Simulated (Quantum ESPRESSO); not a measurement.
# WS2 in Quantum ESPRESSO: relaxation of the atoms with LDA

Aim: the relaxation of the atoms of WS2 with LDA.

All numbers are computed with Quantum ESPRESSO 7.5; they aren't measurements. Logs are shortened: lines on timing, memory, paths and dates and some standing lists are left out, and cuts for length are marked.

## 1. Starting point

The cell holds a sheet with vacuum, 3 atoms: a = 3.153 Å, b = 3.106 Å, c = 21.140 Å, α = 90.00°, β = 90.00°, γ = 120.50°.

The cell was built by a generator and needn't be a form met in nature.

## 2. Relaxation of the atoms, LDA

The input, pw.in:

```
&CONTROL
  calculation = 'relax'
  prefix = 'pwscf'
  outdir = './tmp'
  pseudo_dir = './pseudo'
  tprnfor = .true.
  disk_io = 'low'
  nstep = 40
  forc_conv_thr = 0.0004
  etot_conv_thr = 1d-05
/
&SYSTEM
  ibrav = 0
  nat = 3
  ntyp = 2
  ecutwfc = 70
  nbnd = 20
  occupations = 'smearing'
  smearing = 'gaussian'
  degauss = 0.00146997
/
&ELECTRONS
  conv_thr = 6d-10
  electron_maxstep = 120
  mixing_beta = 0.5
/
&IONS
  ion_dynamics = 'bfgs'
/
ATOMIC_SPECIES
S     32.0600 S.upf
W    183.8400 W.upf
CELL_PARAMETERS angstrom
   3.1530000000    0.0000000000    0.0000000000
  -1.5765000000    2.6759665361    0.0000000000
   0.0000000000    0.0000000000   21.1400000000
ATOMIC_POSITIONS crystal
S      0.6666666667    0.3333333333    0.4257332072
W      0.3333333333    0.6666666667    0.5000000000
S      0.6666666667    0.3333333333    0.5742667928
K_POINTS automatic
10 10 1 0 0 0
```

Potentials or basis: PseudoDojo 0.4.1 SR LDA standard.

Launch:

```
$ OMP_NUM_THREADS=1 pw.x -in pw.in > pw.out
```

pw.out:

```text
This program is part of the open-source Quantum ESPRESSO suite
     for quantum simulation of materials; please cite
[... 9 lines left out ...]
     --------------------
     sticks:   dense  smooth     PW     G-vecs:    dense   smooth      PW
     Sum         669     669    199                95313    95313   15461

     Using Slab Decomposition

     bravais-lattice index     =            0
     lattice parameter (alat)  =       5.9583  a.u.
     unit-cell volume          =    1203.6667 (a.u.)^3
     number of atoms/cell      =            3
     number of atomic types    =            2
     number of electrons       =        26.00
     number of Kohn-Sham states=           20
     kinetic-energy cutoff     =      70.0000  Ry
     charge density cutoff     =     280.0000  Ry
     scf convergence threshold =      6.0E-10
     mixing beta               =       0.5000
     number of iterations used =            8  plain     mixing
     energy convergence thresh.=      1.0E-05
     force convergence thresh. =      4.0E-04
     Exchange-correlation= SLA  PW   NOGX NOGC
                           (   1   4   0   0   0   0   0)
     nstep                     =           40

     celldm(1)=   5.958306  celldm(2)=   0.000000  celldm(3)=   0.000000
     celldm(4)=   0.000000  celldm(5)=   0.000000  celldm(6)=   0.000000

     crystal axes: (cart. coord. in units of alat)
               a(1) = (   1.000000   0.000000   0.000000 )
               a(2) = (  -0.500000   0.848705   0.000000 )
               a(3) = (   0.000000   0.000000   6.704726 )

     reciprocal axes: (cart. coord. in units 2 pi/alat)
               b(1) = (  1.000000  0.589133 -0.000000 )
               b(2) = (  0.000000  1.178266  0.000000 )
               b(3) = (  0.000000 -0.000000  0.149149 )

     PseudoPot. # 1 for S  read from file:
     S.upf
     Pseudo is Norm-conserving + core correction, Zval =  6.0
     Generated using ONCVPSP code by D. R. Hamann
     Using radial grid of 1132 points,  6 beta functions with:
                l(1) =   0
                l(2) =   0
                l(3) =   1
                l(4) =   1
                l(5) =   2
                l(6) =   2

     PseudoPot. # 2 for W  read from file:
     W.upf
     Pseudo is Norm-conserving + core correction, Zval = 14.0
     Generated using ONCVPSP code by D. R. Hamann
     Using radial grid of 1380 points,  8 beta functions with:
                l(1) =   0
                l(2) =   0
                l(3) =   1
                l(4) =   1
                l(5) =   2
                l(6) =   2
                l(7) =   3
                l(8) =   3

     atomic species   valence    mass     pseudopotential
     S                 6.00    32.06000     S ( 1.00)
     W                14.00   183.84000     W ( 1.00)

      4 Sym. Ops. (no inversion) found

   Cartesian axes

     site n.     atom                  positions (alat units)
         1        S      tau(   1) = (   0.5000000   0.2829016   2.8544244  )
         2        W      tau(   2) = (  -0.0000000   0.5658033   3.3523628  )
         3        S      tau(   3) = (   0.5000000   0.2829016   3.8503013  )

     number of k points=    31  Gaussian smearing, width (Ry)=  0.0015
                       cart. coord. in units 2pi/alat
        k(    1) = (   0.0000000   0.0000000   0.0000000), wk =   0.0200000
        k(    2) = (   0.0000000   0.1178266   0.0000000), wk =   0.0400000
        k(    3) = (   0.0000000   0.2356532   0.0000000), wk =   0.0400000
        k(    4) = (   0.0000000   0.3534798   0.0000000), wk =   0.0400000
        k(    5) = (   0.0000000   0.4713063   0.0000000), wk =   0.0400000
        k(    6) = (   0.0000000  -0.5891329   0.0000000), wk =   0.0200000
[... 23 lines left out ...]
        k(   30) = (  -0.5000000  -0.1767399   0.0000000), wk =   0.0800000
        k(   31) = (  -0.5000000  -0.0589133   0.0000000), wk =   0.0800000

     Dense  grid:    95313 G-vectors     FFT dimensions: (  32,  32, 216)

     Initial potential from superposition of free atoms

     starting charge      25.9995, renormalised to      26.0000

     negative rho (up, down):  2.502E-05 0.000E+00
     Starting wfcs are   18 randomized atomic wfcs +    2 random wfcs

     Self-consistent Calculation

     iteration #  1     ecut=    70.00 Ry     beta= 0.50
     Davidson diagonalization with overlap
     ethr =  1.00E-02,  avg # of iterations =  6.3

     Threshold (ethr) on eigenvalues was too large:
     Diagonalizing with lowered threshold

     Davidson diagonalization with overlap
     ethr =  2.99E-04,  avg # of iterations =  4.6

     negative rho (up, down):  1.017E-05 0.000E+00
[... 68 lines left out ...]
     iteration # 10     ecut=    70.00 Ry     beta= 0.50
     Davidson diagonalization with overlap
     ethr =  4.08E-12,  avg # of iterations =  4.0

     End of self-consistent calculation

          k = 0.0000 0.0000 0.0000 ( 11885 PWs)   bands (ev):

   -74.8240 -39.1144 -38.9001 -38.8667 -15.8582 -14.1489  -7.4875  -3.8818
    -3.6137  -3.1859  -2.4902  -2.3993  -1.1456   2.0240   2.1938   2.2203
     2.3768   4.2668   4.6108   4.8854
[... 177 lines left out ...]
   -74.8024 -39.2248 -39.0415 -39.0387 -13.5728 -13.3166  -6.8623  -6.3421
    -5.1613  -4.5164  -4.0912  -2.9105  -1.4717   1.6275   2.4590   2.6226
     4.2739   5.7680   7.3020   7.5811

     the Fermi energy is     0.7089 ev

!    total energy              =    -196.27876061 Ry
     estimated scf accuracy    <          3.1E-11 Ry
     smearing contrib. (-TS)   =      -0.00000000 Ry
     internal energy E=F+TS    =    -196.27876061 Ry

     The total energy is F=E-TS. E is the sum of the following terms:
     one-electron contribution =   -1249.15390580 Ry
     hartree contribution      =     623.85832242 Ry
     xc contribution           =     -45.73309435 Ry
     ewald contribution        =     474.74991712 Ry

     convergence has been achieved in  10 iterations

     Forces acting on atoms (cartesian axes, Ry/au):

     atom    1 type  1   force =     0.00000000    0.00295881    0.00776415
     atom    2 type  2   force =     0.00000000   -0.00591762    0.00000000
     atom    3 type  1   force =     0.00000000    0.00295881   -0.00776415

     Total force =     0.013156     Total SCF correction =     0.000001

     BFGS Geometry Optimization
     Energy error            =      1.7E-04 Ry
     Gradient error          =      7.8E-03 Ry/Bohr

     number of scf cycles    =   1
     number of bfgs steps    =   0

     energy             new  =    -196.2787606093 Ry

     new trust radius        =       0.0083088234 bohr
     new conv_thr            =       0.0000000006 Ry

ATOMIC_POSITIONS (crystal)
S                0.6669592219        0.3339184436        0.4259275596
W                0.3327482230        0.6654964461        0.5000000000
S                0.6669592219        0.3339184436        0.5740724404

     NEW-OLD atomic charge density approx. for the potential

     negative rho (up, down):  1.533E-06 0.000E+00

     Self-consistent Calculation

     iteration #  1     ecut=    70.00 Ry     beta= 0.50
     Davidson diagonalization with overlap
     ethr =  1.00E-06,  avg # of iterations =  4.3

     Threshold (ethr) on eigenvalues was too large:
     Diagonalizing with lowered threshold

     Davidson diagonalization with overlap
     ethr =  3.67E-08,  avg # of iterations =  3.2

     negative rho (up, down):  6.836E-07 0.000E+00
[... 38 lines left out ...]
     iteration #  6     ecut=    70.00 Ry     beta= 0.50
     Davidson diagonalization with overlap
     ethr =  9.90E-12,  avg # of iterations =  3.2

     End of self-consistent calculation

          k = 0.0000 0.0000 0.0000 ( 11885 PWs)   bands (ev):

   -74.8231 -39.1156 -38.9030 -38.8682 -15.8777 -14.1514  -7.4987  -3.9045
    -3.6475  -3.1772  -2.5352  -2.4006  -1.1325   2.0483   2.1918   2.1934
     2.3967   4.2687   4.6116   4.8800
[... 177 lines left out ...]
   -74.8014 -39.2288 -39.0433 -39.0394 -13.5878 -13.3309  -6.8805  -6.3524
    -5.1730  -4.5264  -4.0994  -2.9056  -1.4830   1.6307   2.4449   2.6279
     4.3060   5.7751   7.3129   7.5831

     the Fermi energy is     0.7150 ev

!    total energy              =    -196.27889107 Ry
     estimated scf accuracy    <          2.2E-10 Ry
     smearing contrib. (-TS)   =      -0.00000000 Ry
     internal energy E=F+TS    =    -196.27889107 Ry

     The total energy is F=E-TS. E is the sum of the following terms:
     one-electron contribution =   -1250.30988680 Ry
     hartree contribution      =     624.43295268 Ry
     xc contribution           =     -45.74034411 Ry
     ewald contribution        =     475.33838717 Ry

     convergence has been achieved in   6 iterations

     Forces acting on atoms (cartesian axes, Ry/au):

     atom    1 type  1   force =     0.00000000    0.00094384    0.00455823
     atom    2 type  2   force =     0.00000000   -0.00188769    0.00000000
     atom    3 type  1   force =     0.00000000    0.00094384   -0.00455823

     Total force =     0.006848     Total SCF correction =     0.000014
     Energy error            =      1.3E-04 Ry
     Gradient error          =      4.6E-03 Ry/Bohr

     number of scf cycles    =   2
     number of bfgs steps    =   1

     energy             old  =    -196.2787606093 Ry
     energy             new  =    -196.2788910657 Ry

     CASE: energy            _new < energy            _old

     new trust radius        =       0.0091397058 bohr
     new conv_thr            =            6.8E-11 Ry

ATOMIC_POSITIONS (crystal)
S                0.6671497848        0.3342995695        0.4261512006
W                0.3323670971        0.6647341943        0.5000000000
S                0.6671497848        0.3342995695        0.5738487994

     NEW-OLD atomic charge density approx. for the potential

     negative rho (up, down):  1.719E-06 0.000E+00

     Self-consistent Calculation

     iteration #  1     ecut=    70.00 Ry     beta= 0.50
     Davidson diagonalization with overlap
     ethr =  1.00E-06,  avg # of iterations =  4.3

     Threshold (ethr) on eigenvalues was too large:
     Diagonalizing with lowered threshold

     Davidson diagonalization with overlap
     ethr =  4.54E-08,  avg # of iterations =  3.6

     negative rho (up, down):  7.671E-07 0.000E+00
[... 45 lines left out ...]
     iteration #  7     ecut=    70.00 Ry     beta= 0.50
     Davidson diagonalization with overlap
     ethr =  1.24E-12,  avg # of iterations =  3.0

     End of self-consistent calculation

          k = 0.0000 0.0000 0.0000 ( 11885 PWs)   bands (ev):

   -74.8221 -39.1170 -38.9059 -38.8703 -15.9001 -14.1540  -7.5117  -3.9336
    -3.6840  -3.1676  -2.5758  -2.4124  -1.1174   2.0632   2.1748   2.1954
     2.4147   4.2708   4.6125   4.8733
[... 177 lines left out ...]
   -74.8003 -39.2330 -39.0458 -39.0404 -13.6062 -13.3458  -6.9011  -6.3679
    -5.1864  -4.5361  -4.1106  -2.8997  -1.4949   1.6345   2.4318   2.6373
     4.3337   5.7852   7.3232   7.5846

     the Fermi energy is     0.7217 ev

!    total energy              =    -196.27894223 Ry
     estimated scf accuracy    <          2.6E-11 Ry
     smearing contrib. (-TS)   =      -0.00000000 Ry
     internal energy E=F+TS    =    -196.27894223 Ry

     The total energy is F=E-TS. E is the sum of the following terms:
     one-electron contribution =   -1251.64176415 Ry
     hartree contribution      =     625.09500537 Ry
     xc contribution           =     -45.74880294 Ry
     ewald contribution        =     476.01661950 Ry

     convergence has been achieved in   7 iterations

     Forces acting on atoms (cartesian axes, Ry/au):

     atom    1 type  1   force =     0.00000000   -0.00036570    0.00077998
     atom    2 type  2   force =     0.00000000    0.00073139    0.00000000
     atom    3 type  1   force =     0.00000000   -0.00036570   -0.00077998

     Total force =     0.001421     Total SCF correction =     0.000004
     Energy error            =      5.1E-05 Ry
     Gradient error          =      7.8E-04 Ry/Bohr

     number of scf cycles    =   3
     number of bfgs steps    =   2

     energy             old  =    -196.2788910657 Ry
     energy             new  =    -196.2789422254 Ry

     CASE: energy            _new < energy            _old

     new trust radius        =       0.0015421961 bohr
     new conv_thr            =            1.2E-11 Ry

ATOMIC_POSITIONS (crystal)
S                0.6671269563        0.3342539125        0.4261893698
W                0.3324127541        0.6648255083        0.5000000000
S                0.6671269563        0.3342539125        0.5738106302

     NEW-OLD atomic charge density approx. for the potential

     negative rho (up, down):  2.076E-07 0.000E+00

     Self-consistent Calculation

     iteration #  1     ecut=    70.00 Ry     beta= 0.50
     Davidson diagonalization with overlap
     ethr =  1.00E-06,  avg # of iterations =  2.0

     Threshold (ethr) on eigenvalues was too large:
     Diagonalizing with lowered threshold

     Davidson diagonalization with overlap
     ethr =  1.86E-09,  avg # of iterations =  4.0

     negative rho (up, down):  8.531E-08 0.000E+00
[... 36 lines left out ...]
     iteration #  6     ecut=    70.00 Ry     beta= 0.50
     Davidson diagonalization with overlap
     ethr =  3.33E-13,  avg # of iterations =  3.4

     End of self-consistent calculation

          k = 0.0000 0.0000 0.0000 ( 11885 PWs)   bands (ev):

   -74.8218 -39.1172 -38.9063 -38.8707 -15.9040 -14.1545  -7.5139  -3.9398
    -3.6893  -3.1662  -2.5786  -2.4186  -1.1149   2.0606   2.1763   2.1983
     2.4160   4.2711   4.6126   4.8717
[... 177 lines left out ...]
   -74.8001 -39.2335 -39.0464 -39.0406 -13.6099 -13.3478  -6.9045  -6.3720
    -5.1886  -4.5372  -4.1131  -2.8987  -1.4966   1.6353   2.4309   2.6403
     4.3348   5.7876   7.3241   7.5844

     the Fermi energy is     0.7226 ev

!    total energy              =    -196.27894398 Ry
     estimated scf accuracy    <          9.5E-12 Ry
     smearing contrib. (-TS)   =      -0.00000000 Ry
     internal energy E=F+TS    =    -196.27894398 Ry

     The total energy is F=E-TS. E is the sum of the following terms:
     one-electron contribution =   -1251.86959848 Ry
     hartree contribution      =     625.20823976 Ry
     xc contribution           =     -45.75027065 Ry
     ewald contribution        =     476.13268538 Ry

     convergence has been achieved in   6 iterations

     Forces acting on atoms (cartesian axes, Ry/au):

     atom    1 type  1   force =     0.00000000   -0.00019213    0.00011886
     atom    2 type  2   force =     0.00000000    0.00038427    0.00000000
     atom    3 type  1   force =     0.00000000   -0.00019213   -0.00011886

     Total force =     0.000500     Total SCF correction =     0.000003
     Energy error            =      1.8E-06 Ry
     Gradient error          =      3.8E-04 Ry/Bohr

     bfgs converged in   4 scf cycles and   3 bfgs steps
     (criteria: energy <  1.0E-05 Ry, force <  4.0E-04 Ry/Bohr)

     End of BFGS Geometry Optimization

     Final energy             =    -196.2789439829 Ry

Begin final coordinates

ATOMIC_POSITIONS (crystal)
S                0.6671269563        0.3342539125        0.4261893698
W                0.3324127541        0.6648255083        0.5000000000
S                0.6671269563        0.3342539125        0.5738106302
End final coordinates

=------------------------------------------------------------------------------=
   JOB DONE.
=------------------------------------------------------------------------------=
```

Run time: 7.9 min. Hardware: 1 thread of Intel Xeon Platinum 8375C at 2.90GHz (Ice Lake), shared host; peak memory 0.23 GiB.

Results:

```
Free energy                  : -2670.5111 eV
Energy gained by relaxing    : 0.8 meV/atom
Ionic steps                  : 4
Largest force after relaxing : 0.010 eV/Å
Band gap on the k mesh       : 2.23 eV, indirect (least direct gap 2.29 eV)
```

Forces on the atoms (eV/Å):
```
S    0.000 -0.005  0.003
W    0.000  0.010  0.000
S    0.000 -0.005 -0.003
```

The path:
| step | energy change (eV) | largest force (eV/Å) |
| --- | --- | --- |
| 1 | 0.0000 | 0.2136 |
| 2 | -0.0018 | 0.1197 |
| 3 | -0.0025 | 0.0221 |
| 4 | -0.0025 | 0.0099 |

Final structure:
```
CELL_PARAMETERS angstrom
3.15300 0.00000 0.00000
-1.57650 2.67597 0.00000
0.00000 0.00000 21.14000
ATOMIC_POSITIONS crystal
S 0.66713 0.33425 0.42619
W 0.33241 0.66483 0.50000
S 0.66713 0.33425 0.57381
```

Levels at points of the mesh, in eV from the valence-band top:
| k point | band 9 | band 10 | band 11 | band 12 | band 13 | band 14 | band 15 | band 16 | band 17 | band 18 |
| --- | --- | --- | --- | --- | --- | --- | --- | --- | --- | --- |
| (0.00, 0.00, 0.00) | -2.62 | -2.09 | -1.51 | -1.35 | -0.04 | 3.13 | 3.25 | 3.27 | 3.49 | 5.34 |
| (0.00, -0.50, 0.00) | -4.39 | -3.50 | -1.99 | -1.14 | -0.73 | 3.25 | 3.62 | 4.16 | 5.02 | 5.39 |
| (-0.50, 0.00, 0.00) | -4.42 | -3.26 | -2.07 | -0.93 | -0.84 | 3.17 | 3.63 | 4.26 | 5.11 | 5.30 |

Caveat: spin-orbit coupling is left out, which moves the levels of the heavy elements.
